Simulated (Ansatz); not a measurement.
# Cl3HNTa: basis-set convergence

An exercise on one series of results from a longer session: the logs are not shown, and one member is left open.

The runs use Ansatz 0.2.0, Gaussian basis; one geometry, several basis sets.

Levels to be run: PBE0-D4/def2-SVP; ωB97M-V/def2-SVP; PBE0-D4/def2-QZVPP; ωB97M-V/def2-QZVPP; the functionals' def2-TZVPP values are taken from earlier runs.

### The relaxed structure

The geometry comes from an earlier relaxation with PBE0-D4 in a triple-zeta def2 set; it is a stationary point. Ta takes the def2 core potential; no spin-orbit term is included.

SMILES `[NH]=[Ta]([Cl])([Cl])[Cl]`, 6 atoms, charge 0, spin multiplicity 1.

Atoms are counted from 1 here; the program's logs count them from 0.

Bond lengths: N1–Ta2 1.746 Å, N1–H6 1.007 Å, Ta2–Cl3 2.290 Å, Ta2–Cl4 2.290 Å, Ta2–Cl5 2.290 Å. Angles: Ta2–N1–H6 180.0°, N1–Ta2–Cl3 107.7°, N1–Ta2–Cl4 107.7°, N1–Ta2–Cl5 107.7°, Cl3–Ta2–Cl4 111.2°, Cl3–Ta2–Cl5 111.2°, Cl4–Ta2–Cl5 111.2°.

Set-up of the first run:

The input, in.yaml:

```yaml
crystal:
  periodic: [false, false, false]
  atoms:
    - {symbol: N, position_ang: [-0.515380, 0.562098, 1.089146]}
    - {symbol: Ta, position_ang: [0.163564, -0.182362, -0.336276]}
    - {symbol: Cl, position_ang: [1.816857, -1.612139, 0.347279]}
    - {symbol: Cl, position_ang: [-1.521487, -1.311152, -1.399928]}
    - {symbol: Cl, position_ang: [1.005594, 1.487694, -1.657912]}
    - {symbol: H, position_ang: [-0.907148, 0.991761, 1.911491]}
basis:
  gaussian: {orbitals: def2-SVP}
hamiltonian: {xc: pbe0, dispersion: d4}
output: {orbitals: {seedname: orbitals}}
```

Steps of the session up to this table: PBE0-D4 in def2-SVP; ωB97M-V in def2-SVP; PBE0-D4 in def2-QZVPP; ωB97M-V in def2-QZVPP.

One table of the session follows, with a row left open; its other results are not shown here.

It belongs to the step «Density functionals: the series». 

```
functional       basis  HOMO (eV)  LUMO (eV)
   PBE0-D4    def2-SVP          ?          ?
   PBE0-D4  def2-TZVPP      -8.59      -2.30
   PBE0-D4  def2-QZVPP      -8.61      -2.35
   ωB97M-V    def2-SVP     -10.83      -0.12
   ωB97M-V  def2-TZVPP     -10.82      -0.23
   ωB97M-V  def2-QZVPP     -10.85      -0.29
```

Estimate the missing values for PBE0-D4, def2-SVP.

As computed: HOMO (eV): -8.63; LUMO (eV): -2.24. In the column «HOMO (eV)» it lies between ωB97M-V, def2-TZVPP (-10.82) and PBE0-D4, def2-QZVPP (-8.61).
